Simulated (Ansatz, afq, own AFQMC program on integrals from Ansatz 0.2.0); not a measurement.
# AlGeH₄ (doublet): quantum Monte Carlo beside coupled cluster at distance Al2–H6 = 1.424 Å, 6-31G

Aim: compute AlGeH₄ (doublet) with auxiliary-field quantum Monte Carlo on the same integrals as coupled cluster, and set the energies side by side.

The runs use Ansatz 0.2.0, Gaussian basis, and an in-house AFQMC program (afq) on its integrals; all values are calculated; 6-31G, frozen cores.

To be run: PBE (unrestricted); r2SCAN (unrestricted); PBE0 (unrestricted); B3LYP (unrestricted); wB97M-V (unrestricted); B2PLYP (unrestricted); CCSD(T) on UHF; CCSDT(Q) on UHF; Phaseless AFQMC, CISD trial on UHF.

2 further runs of the same task are left out: 2 that didn't finish.

### 1 The system

The geometry derives from a PBE0/def2-TZVP stationary point (not a proven minimum). One bond is set to the value named and the two fragments are kept rigid. No spin-orbit coupling is included. The filled d shell of Ge may be among the frozen orbitals whatever the setting's name suggests; the logs give the count.

6 atoms, charge 0, spin multiplicity 2.

Atoms are counted from 1 here; the program's logs count them from 0.

Bond lengths: Ge1–Al2 2.663 Å, Ge1–H3 1.726 Å, Ge1–H4 1.726 Å, Al2–H3 1.762 Å, Al2–H4 1.762 Å, Al2–H5 1.582 Å, Al2–H6 1.424 Å. Angles: Al2–Ge1–H3 40.7°, Al2–Ge1–H4 40.7°, H3–Ge1–H4 81.4°, Ge1–Al2–H3 39.7°, Ge1–Al2–H4 39.7°, Ge1–Al2–H5 117.5°, Ge1–Al2–H6 117.5°, H3–Al2–H4 79.5°, H3–Al2–H5 110.8°, H3–Al2–H6 110.8°, H4–Al2–H5 110.8°, H4–Al2–H6 110.8°, H5–Al2–H6 124.9°, Ge1–H3–Al2 99.6°, Ge1–H4–Al2 99.6°.

Geometry (Å):

```xyz
6

Ge    0.00000    0.00136    0.78397
Al    0.00000    0.00136   -1.87913
H    -1.12599    0.00136   -0.52429
H     1.12599    0.00136   -0.52429
H     0.00000   -1.40135   -2.61028
H     0.00000    1.26412   -2.53733
```

### 2 PBE (unrestricted)

The input, in.yaml:

```yaml
crystal:
  periodic: [false, false, false]
  atoms:
    - {symbol: Ge, position_ang: [0.000000, 0.001361, 0.783965]}
    - {symbol: Al, position_ang: [0.000000, 0.001361, -1.879130]}
    - {symbol: H, position_ang: [-1.125990, 0.001360, -0.524290]}
    - {symbol: H, position_ang: [1.125990, 0.001362, -0.524290]}
    - {symbol: H, position_ang: [0.000001, -1.401345, -2.610280]}
    - {symbol: H, position_ang: [-0.000001, 1.264115, -2.537331]}
basis:
  gaussian: {orbitals: 6-31G}
magnetization: {spin_polarized: true, initial_magnetization: 1}
hamiltonian: {xc: {name: PBE}}
output: {orbitals: {seedname: orbitals}}
```

Run with:

```sh
> ansatz run in.yaml --threads 1 --pin off --events-out ev --progress --plain --max-ram 1382MiB
```

Standard output:

```text
Functional definition: PBE
  name "PBE"
  cite "Perdew, Burke & Ernzerhof, Phys. Rev. Lett. 77, 3865 (1996) doi:10.1103/PhysRevLett.77.3865"
  parent pbe
  parameter kappa = 0.804
  parameter beta = 0.06672455060314922
  exchange = pbe_x(kappa = kappa, mu = beta*pi^2/3)
  correlation = pbe_c(beta = beta)
516 factors; integrals over basis functions are off by at most 3.5e-4 eV
mean field evaluation 1: about -63154.3338 eV, gradient 1.0e1 eV
mean field evaluation 2: about -63154.7850 eV, gradient 7.2e0 eV
mean field evaluation 4: about -63155.0648 eV, gradient 2.4e-1 eV
mean field evaluation 8: about -63155.0621 eV, gradient 2.3e-2 eV
mean field evaluation 16: about -63152.9066 eV, gradient 5.5e0 eV
mean field -63155.06212171 eV, -2320.9057249341 hartree, gradient 5.3e-5 eV, S^2 0.751539; 3 other end points of the search recorded, 0 dependent functions left out
reference -63155.06216726 eV, -2320.9057266081 hartree; 25, 24 occupied and 25, 26 virtual orbitals, 516 factors
Total energy: -63155.06216726 eV, -2320.9057266081 hartree
```

Wall time 2.9 s (1 thread of Arm Neoverse V2, shared host).

From the report: ⟨S²⟩ of the determinant 0.752 (pure doublet: 0.75).

### 3 r2SCAN (unrestricted)

in.yaml, as its differences from that of step 2:

```diff
@@ -12,3 +12,2 @@
 magnetization: {spin_polarized: true, initial_magnetization: 1}
-hamiltonian: {xc: {name: PBE}}
-output: {orbitals: {seedname: orbitals}}
+hamiltonian: {xc: {name: r2SCAN}}
```

Same command.

Standard output:

```text
Functional definition: r2SCAN
  name "r2SCAN"
  cite "Furness, Kaplan, Ning, Perdew & Sun, J. Phys. Chem. Lett. 11, 8208 (2020) doi:10.1021/acs.jpclett.0c02405"
  cite "Furness, Kaplan, Ning, Perdew & Sun, J. Phys. Chem. Lett. 11, 9248 (2020) doi:10.1021/acs.jpclett.0c03077"
  parent r2scan
  parameter k0 = 0.174
  parameter k1 = 0.065
  parameter a1 = 4.9479
  exchange = r2scan_x(k0 = k0, k1 = k1, a1 = a1)
  correlation = r2scan_c
516 factors; integrals over basis functions are off by at most 3.5e-4 eV
mean field evaluation 1: about -63165.9427 eV, gradient 7.7e0 eV
mean field evaluation 2: about -63166.2521 eV, gradient 4.4e0 eV
mean field evaluation 4: about -63166.3588 eV, gradient 1.7e-1 eV
mean field evaluation 8: about -63166.3581 eV, gradient 1.5e-2 eV
mean field -63166.35809531 eV, -2321.3208443072 hartree, gradient 8.4e-5 eV, S^2 0.752961; 0 other end points of the search recorded, 0 dependent functions left out
reference -63166.35811303 eV, -2321.3208449585 hartree; 25, 24 occupied and 25, 26 virtual orbitals, 516 factors
Total energy: -63166.35811303 eV, -2321.3208449585 hartree
```

It took 3.7 s on 1 thread of Arm Neoverse V2, shared host.

From the report: ⟨S²⟩ of the determinant 0.753 (pure doublet: 0.75).

### 4 PBE0 (unrestricted)

in.yaml, as its differences from that of step 3:

```diff
@@ -12,2 +12,3 @@
 magnetization: {spin_polarized: true, initial_magnetization: 1}
-hamiltonian: {xc: {name: r2SCAN}}
+hamiltonian: {xc: {name: PBE0}}
+output: {orbitals: {seedname: orbitals}}
```

The command is unchanged.

Standard output:

```text
Functional definition: PBE0
  name "PBE0"
  cite "Adamo & Barone, J. Chem. Phys. 110, 6158 (1999) doi:10.1063/1.478522"
  cite "Perdew, Burke & Ernzerhof, Phys. Rev. Lett. 77, 3865 (1996) doi:10.1103/PhysRevLett.77.3865"
  parent pbe
  parameter a = 0.25
  parameter kappa = 0.804
  parameter beta = 0.06672455060314922
  exchange = (1 - a)*pbe_x(kappa = kappa, mu = beta*pi^2/3) + a*exact_x
  correlation = pbe_c(beta = beta)
516 factors; integrals over basis functions are off by at most 3.5e-4 eV
mean field evaluation 1: about -63157.1027 eV, gradient 6.3e0 eV
mean field evaluation 2: about -63157.3374 eV, gradient 3.2e0 eV
mean field evaluation 4: about -63157.3767 eV, gradient 1.1e-1 eV
mean field evaluation 8: about -63157.4036 eV, gradient 4.2e-3 eV
mean field evaluation 16: about -63157.4036 eV, gradient 1.3e-5 eV
mean field -63157.40364823 eV, -2320.9917744467 hartree, gradient 1.3e-5 eV, S^2 0.752106; 0 other end points of the search recorded, 0 dependent functions left out
reference -63157.40368235 eV, -2320.9917757007 hartree; 25, 24 occupied and 25, 26 virtual orbitals, 516 factors
Total energy: -63157.40368235 eV, -2320.9917757007 hartree
```

Run time: 2 s. Hardware: 1 thread of Arm Neoverse V2, shared host.

From the report: ⟨S²⟩ of the determinant 0.752 (pure doublet: 0.75).

### 5 B3LYP (unrestricted)

in.yaml, as its differences from that of step 4:

```diff
@@ -12,3 +12,2 @@
 magnetization: {spin_polarized: true, initial_magnetization: 1}
-hamiltonian: {xc: {name: PBE0}}
-output: {orbitals: {seedname: orbitals}}
+hamiltonian: {xc: {name: B3LYP}}
```

The command is unchanged.

Standard output (excerpt; [...] marks lines left out):

```text
Functional definition: B3LYP
  name "B3LYP"
  cite "Stephens, Devlin, Chabalowski & Frisch, J. Phys. Chem. 98, 11623 (1994) doi:10.1021/j100096a001"
  cite "Becke, Phys. Rev. A 38, 3098 (1988) doi:10.1103/PhysRevA.38.3098"
  cite "Lee, Yang & Parr, Phys. Rev. B 37, 785 (1988) doi:10.1103/PhysRevB.37.785"
  cite "Vosko, Wilk & Nusair, Can. J. Phys. 58, 1200 (1980) doi:10.1139/p80-159"
[...]
516 factors; integrals over basis functions are off by at most 3.5e-4 eV
[...]
mean field -63169.83436927 eV, -2321.4485950189 hartree, gradient 1.3e-5 eV, S^2 0.751326; 0 other end points of the search recorded, 0 dependent functions left out
reference -63169.83461241 eV, -2321.4486039542 hartree; 25, 24 occupied and 25, 26 virtual orbitals, 516 factors
Total energy: -63169.83461241 eV, -2321.4486039542 hartree
```

It took 2 s on 1 thread of Arm Neoverse V2, shared host.

From the report: ⟨S²⟩ of the determinant 0.751 (pure doublet: 0.75).

### 6 wB97M-V (unrestricted)

in.yaml, as its differences from that of step 5:

```diff
@@ -12,2 +12,3 @@
 magnetization: {spin_polarized: true, initial_magnetization: 1}
-hamiltonian: {xc: {name: B3LYP}}
+hamiltonian: {xc: {name: wB97M-V}}
+output: {orbitals: {seedname: orbitals}}
```

Launched as before.

Standard output (excerpt; [...] marks lines left out):

```text
Functional definition: wB97M-V
  name "wB97M-V"
  cite "Mardirossian & Head-Gordon, J. Chem. Phys. 144, 214110 (2016) doi:10.1063/1.4952647"
  cite "Becke, J. Chem. Phys. 107, 8554 (1997) doi:10.1063/1.475007"
  cite "Vydrov & Van Voorhis, J. Chem. Phys. 133, 244103 (2010) doi:10.1063/1.3521275"
  # Of w^i u^j: cxij and so on, Table III.
[...]
  gx(w, u) = 1 - cx + cx01*u + cx10*w
  gss(w, u) = css00 + css04*u^4 + css10*w + css20*w^2 + css43*w^4*u^3
  gos(w, u) = cos00 + cos10*w + (cos20 + cos21*u)*w^2 + (cos60 + cos61*u)*w^6
[...]
      + integral(e_c_pw_mod_opposite_spin*gos(b97_w_opposite, b97_u_opposite)) + vv10(b, c)
516 factors; integrals over basis functions are off by at most 3.5e-4 eV
185 factors; integrals over basis functions are off by at most 1.3e-5 eV
[...]
mean field -63163.78742646 eV, -2321.2263739696 hartree, gradient 1.0e-5 eV, S^2 0.751529; 0 other end points of the search recorded, 0 dependent functions left out
reference -63163.78747718 eV, -2321.2263758337 hartree; 25, 24 occupied and 25, 26 virtual orbitals, 516 factors
Total energy: -63163.78747718 eV, -2321.2263758337 hartree
```

It took 11 s on 1 thread of Arm Neoverse V2, shared host; peak memory 0.26 GiB.

From the report: ⟨S²⟩ of the determinant 0.752 (pure doublet: 0.75).

### 7 B2PLYP (unrestricted)

in.yaml, as its differences from that of step 6:

```diff
@@ -12,3 +12,3 @@
 magnetization: {spin_polarized: true, initial_magnetization: 1}
-hamiltonian: {xc: {name: wB97M-V}}
-output: {orbitals: {seedname: orbitals}}
+hamiltonian: {xc: {name: B2PLYP}}
+correlation: {electrons: outside_noble_gas}
```

Same command.

Standard output (excerpt; [...] marks lines left out):

```text
Functional definition: B2PLYP
  name "B2PLYP"
  cite "Grimme, J. Chem. Phys. 124, 034108 (2006) doi:10.1063/1.2148954"
  cite "Becke, Phys. Rev. A 38, 3098 (1988) doi:10.1103/PhysRevA.38.3098"
  cite "Lee, Yang & Parr, Phys. Rev. B 37, 785 (1988) doi:10.1103/PhysRevB.37.785"
[...]
516 factors; integrals over basis functions are off by at most 3.5e-4 eV
[...]
mean field -63151.45708094 eV, -2320.7732421294 hartree, gradient 6.1e-6 eV, S^2 0.752632; 0 other end points of the search recorded, 0 dependent functions left out
19 core orbitals not correlated: weight in the atoms' cores, before any rotation towards them, 0.998 or more for the frozen orbitals, at most 0.001 for the correlated occupied ones
reference -63151.45723288 eV, -2320.7732477133 hartree; 6, 5 occupied and 25, 26 virtual orbitals, 516 factors
second order -2.99783027 eV of doubles, -0.00000000 eV of singles
Total energy: -63152.26664706 eV, -2320.8029931356 hartree
```

Run time: 2.5 s. Hardware: 1 thread of Arm Neoverse V2, shared host.

From the report: ⟨S²⟩ of the determinant 0.753 (pure doublet: 0.75).

### 8 CCSD(T) on UHF

in.yaml, as its differences from that of step 7:

```diff
@@ -12,3 +12,2 @@
 magnetization: {spin_polarized: true, initial_magnetization: 1}
-hamiltonian: {xc: {name: B2PLYP}}
-correlation: {electrons: outside_noble_gas}
+correlation: {method: ccsd_t, electrons: outside_noble_gas, hamiltonian_folder: ham}
```

Launched as before.

Standard output (excerpt; [...] marks lines left out):

```text
Functional definition: HF
  name "HF"
  cite "Fock, Z. Phys. 61, 126 (1930) doi:10.1007/BF01340294"
  parent pbe
[...]
516 factors; integrals over basis functions are off by at most 3.5e-4 eV
[...]
mean field -63107.56871129 eV, -2319.1603742933 hartree, gradient 2.7e-6 eV, S^2 0.756679; 1 other end points of the search recorded, 0 dependent functions left out
determinant -63107.56871129 eV, -2319.1603742933 hartree, with singles and doubles -63110.64141876 eV, -2319.2732942102 hartree
determinant -63105.22802510 eV, -2319.0743556627 hartree, with singles and doubles -63108.51558576 eV, -2319.1951712883 hartree
19 core orbitals not correlated: weight in the atoms' cores, before any rotation towards them, 0.999 or more for the frozen orbitals, at most 0.001 for the correlated occupied ones
reference -63107.56871129 eV, -2319.1603742933 hartree; 6, 5 occupied and 25, 26 virtual orbitals, 516 factors
second order -2.29339139 eV of doubles, -0.00000000 eV of singles
cycle   1  -3.07269298 eV  change    1.4e-5 eV  update   2.3e-4
[...]
cycle   5  -3.07269140 eV  change   -9.9e-6 eV  update   4.3e-6
perturbative correction -0.06025198 eV, -0.0022142193 hartree
Total energy: -63110.70165466 eV, -2319.2755078388 hartree
```

Run time: 1.8 s. Hardware: 1 thread of Arm Neoverse V2, shared host.

From the report: ⟨S²⟩ of the determinant 0.757 (pure doublet: 0.75); correlation -3.1329 eV; T1 0.014; largest double amplitude 0.04.

This run also writes the integrals to the folder ham.

### 9 CCSDT(Q) on UHF

in.yaml, as its differences from that of step 8:

```diff
@@ -12,2 +12,2 @@
 magnetization: {spin_polarized: true, initial_magnetization: 1}
-correlation: {method: ccsd_t, electrons: outside_noble_gas, hamiltonian_folder: ham}
+correlation: {method: ccsdt_q, electrons: outside_noble_gas}
```

The command is unchanged.

Standard output (excerpt; [...] marks lines left out):

```text
Functional definition: HF
  name "HF"
  cite "Fock, Z. Phys. 61, 126 (1930) doi:10.1007/BF01340294"
  parent pbe
[...]
935 factors; integrals over basis functions are off by at most 2.0e-7 eV
[...]
mean field -63107.56916168 eV, -2319.1603908450 hartree, gradient 1.0e-5 eV, S^2 0.756679; 1 other end points of the search recorded, 0 dependent functions left out
determinant -63107.56916168 eV, -2319.1603908450 hartree, with singles and doubles -63110.64188251 eV, -2319.2733112526 hartree
determinant -63105.22843318 eV, -2319.0743706591 hartree, with singles and doubles -63108.51602939 eV, -2319.1951875916 hartree
19 core orbitals not correlated: weight in the atoms' cores, before any rotation towards them, 0.999 or more for the frozen orbitals, at most 0.001 for the correlated occupied ones
reference -63107.56916168 eV, -2319.1603908450 hartree; 6, 5 occupied and 25, 26 virtual orbitals, 935 factors
second order -2.29342814 eV of doubles, -0.00000000 eV of singles
cycle   1  -2.81834238 eV  change   -5.2e-1 eV  update   6.9e-2
[...]
cycle  14  -3.15306623 eV  change    1.0e-7 eV  update   4.4e-7
perturbative correction -0.00213837 eV, -0.0000785837 hartree
Total energy: -63110.72436628 eV, -2319.2763424756 hartree
```

It took 13 s on 1 thread of Arm Neoverse V2, shared host; peak memory 0.28 GiB.

From the report: ⟨S²⟩ of the determinant 0.757 (pure doublet: 0.75); correlation -3.1552 eV; T1 0.014; largest double amplitude 0.04.

### 10 Phaseless AFQMC, CISD trial on UHF

It reads the integrals that the CCSD(T) run on this determinant wrote.

Run with:

```sh
> afq ham --method phaseless --trial cisd --walkers 60 --populations 1 --least-time 40 --time-step 0.005 --steps-per-block 50 --equilibration-blocks 28 --max-blocks 300 --target-error 0.0004 --factor-cut 1e-05 --start spin_pure --seed 2239 --release-times 0.24,0.51,0.99,1.62,2.4 --release-step 0.03 --release-every 4 --taylor-order 6
```

Standard output:

```text
orbitals 31  electrons 6 5  factors 251 of 516
reference energy -2319.16037429 Eh
CCSD correlation -0.11291930 Eh in 10 cycles, weight of the determinant in the CISD state 0.9121
energy of the start -2319.273218 Eh
 block  time / (1/Eh)  mean weight  energy / Eh
     1     0.250  0.9999  -2319.272266
     2     0.500  1.0009  -2319.272405
     3     0.750  0.9992  -2319.272853
     4     1.000  0.9999  -2319.272862
     5     1.250  0.9987  -2319.273435
     6     1.500  1.0026  -2319.274607
     7     1.750  1.0000  -2319.275530
     8     2.000  0.9997  -2319.274763
     9     2.250  0.9990  -2319.274418
    10     2.500  0.9996  -2319.275392
    13     3.250  1.0002  -2319.275777
    17     4.250  1.0018  -2319.277003
    21     5.250  1.0007  -2319.277139
    25     6.250  0.9990  -2319.274686
    29     7.250  1.0003  -2319.274371
    33     8.250  1.0004  -2319.275855
    37     9.250  0.9998  -2319.274750
    41    10.250  0.9999  -2319.275422
    45    11.250  0.9995  -2319.276068
    49    12.250  0.9990  -2319.278105
    53    13.250  0.9992  -2319.275130
    57    14.250  0.9989  -2319.275631
    61    15.250  0.9998  -2319.275179
    65    16.250  0.9999  -2319.277393
    69    17.250  0.9989  -2319.276095
    73    18.250  1.0017  -2319.277756
    77    19.250  0.9990  -2319.276908
    81    20.250  1.0018  -2319.276461
    85    21.250  1.0013  -2319.275985
    89    22.250  0.9998  -2319.274638
    93    23.250  1.0003  -2319.276239
    97    24.250  0.9989  -2319.277073
   101    25.250  1.0010  -2319.274733
   105    26.250  1.0006  -2319.275024
   109    27.250  1.0004  -2319.273928
   113    28.250  0.9995  -2319.275142
   117    29.250  1.0004  -2319.274958
   121    30.250  1.0005  -2319.276145
   125    31.250  1.0001  -2319.276483
   129    32.250  0.9995  -2319.275797
   133    33.250  0.9989  -2319.278215
   137    34.250  1.0005  -2319.275669
   141    35.250  1.0009  -2319.274675
   145    36.250  1.0000  -2319.277603
   149    37.250  0.9977  -2319.280815
   153    38.250  0.9987  -2319.276593
   157    39.250  1.0000  -2319.275238
   161    40.250  1.0015  -2319.278292
   165    41.250  0.9991  -2319.276048
   169    42.250  0.9996  -2319.275473
   173    43.250  0.9990  -2319.274648
   177    44.250  1.0013  -2319.275589
   181    45.250  1.0008  -2319.275573
   185    46.250  0.9977  -2319.275077
blocks merged  error / Eh  count
     1  0.000088  160
     2  0.000112  80
     4  0.000138  40
     8  0.000164  20
    16  0.000186  10
released: time / (1/Eh)  energy / Eh  error  mean overlap
  0.24  -2319.276057  0.000215  1.0083
  0.51  -2319.275989  0.000202  1.0149
  0.99  -2319.276125  0.000150  1.0073
  1.62  -2319.276092  0.000141  1.0204
  2.40  -2319.276468  0.000183  1.0144
energy -2319.275961 +/- 0.000164 Eh
```

Run time: 2.8 min. Hardware: 1 thread of Arm Neoverse V2, shared host.

Energy -63110.7140 ± 0.0045 eV. Caveats: constraint bias not in the error.

### 11 AFQMC on the ladder

On the UHF determinant, counted from CCSD(T) (a yardstick, not exact):

| level | energy (eV) | from CCSD(T) (kcal/mol) | statistical error (kcal/mol) | time |
| --- | --- | --- | --- | --- |
| HF | -63107.5687 | +72.25 |  |  |
| MP2 | -63109.8621 | +19.36 |  |  |
| CCSD | -63110.6414 | +1.39 |  |  |
| CCSD(T) | -63110.7017 | 0.00 |  |  |
| Phaseless AFQMC, CISD trial, step 0.005, 60 walkers | -63110.7140 | -0.28 | 0.10 | 2.8 min |

The functionals' totals stand on their own zeros and serve differences with other points: PBE -63155.062 eV; r2SCAN -63166.358 eV; PBE0 -63157.404 eV; B3LYP -63169.835 eV; wB97M-V -63163.787 eV; B2PLYP -63152.267 eV.

### 12 Summary of results

```
                                       quantity                  value
Phaseless AFQMC, CISD trial on UHF from CCSD(T)  -0.28 ± 0.10 kcal/mol
```

**Reading.** On UHF the phaseless walk with the CISD trial lies -0.28 kcal/mol from CCSD(T), within three error bars. Error bars are statistical and leave out the constraint, the time step and what remains of the start.
